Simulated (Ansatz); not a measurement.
# CuAu: one contact scaled

One table from this session's results is given with a row withheld; the runs are named, their logs left out.

Computed with Ansatz 0.2.0 (DFT PBEsol, with the methods named in each step, unless a step's input says otherwise).

4 further runs of the same task are left out: 4 that didn't finish.

## Starting point

Symmetry: P4/mmm, No. 123, tetragonal system. Conventional cell: a = 2.851 Å, b = 2.851 Å, c = 3.582 Å, α = 90.00°, β = 90.00°, γ = 90.00°. Cu (site symmetry 4/mmm) is surrounded by 8 Au at 2.70 Å and 4 Cu at 2.85 Å. Au (site symmetry 4/mmm) is surrounded by 8 Cu at 2.70 Å and 4 Au at 2.85 Å.

As a file:

```xyz
2
Lattice="2.8507 0.0000 0.0000 0.0000 2.8507 0.0000 0.0000 0.0000 3.5816" Properties=species:S:1:pos:R:3 pbc="T T T"
Cu    1.4254    1.4254    1.7908
Au    0.0000    0.0000    0.0000
```

Atoms are numbered in the order of the input: Cu1, Au2.

The first run:

Input file input.yaml:

```yaml
crystal:
  lattice:
    - [2.8507024026, 0.0, 0.0]
    - [0.0, 2.8507024026, 0.0]
    - [0.0, 0.0, 3.58160886]
  atoms:
    - { symbol: Cu, position: [0.5, 0.5, 0.5] }
    - { symbol: Au, position: [0.0, 0.0, 0.0] }
kpoints:
  mp_grid: { grid: [11, 11, 8] }
scf:
  occupations: { method: fermi_dirac, width: 0.05 }
hamiltonian:
  xc: pbesol
  pseudopotentials: { kind: paw }
output:
  forces: true
  stress: true
  eigenvalues: true
  efg: { contact_densities: true }
  populations: true
  write_density: true
  write_potential: true
  elf: true
  volumetric_format: npy
```

Launch:

```
$ ansatz run input.yaml --threads 1 --pin off --max-ram 2048MiB --backend cpu --events-out ev --progress --plain --runs-dir out
```

Steps of the session up to this table: Shortest bond scaled by 1, PAW; Shortest bond scaled by 0.94, PAW; Shortest bond scaled by 0.76, PAW; Shortest bond scaled by 0.64, PAW; Shortest bond scaled by 0.58, PAW; Shortest bond scaled by 0.58, PAW (source ansatz).

One of the session's tables, all rows but one given; the rest of the session is left out.

```
             method  length (Å)  F from the given length (eV/cell)  force along the bond (eV/Å)  pressure (GPa)  largest force (eV/Å)
                PAW       1.564                                  ?                            ?               ?                     ?
                PAW       1.726                              7.836                       33.010          110.92                33.042
                PAW       2.049                              1.843                        8.849           32.30                 8.906
                PAW       2.535                              0.067                        0.857           -2.29                 0.888
                PAW       2.696                              0.000                        0.000           -4.02                 0.000
PAW (source ansatz)       1.564                                  –                       67.196          203.10                67.216
```

Q: Estimate the row for PAW, 1.564 from the others.

**Answer.** F from the given length (eV/cell): 15.328; force along the bond (eV/Å): 63.201; pressure (GPa): 191.35; largest force (eV/Å): 63.221.

To keep in mind: Warnings in the runs' records: gradients without spin orbit.
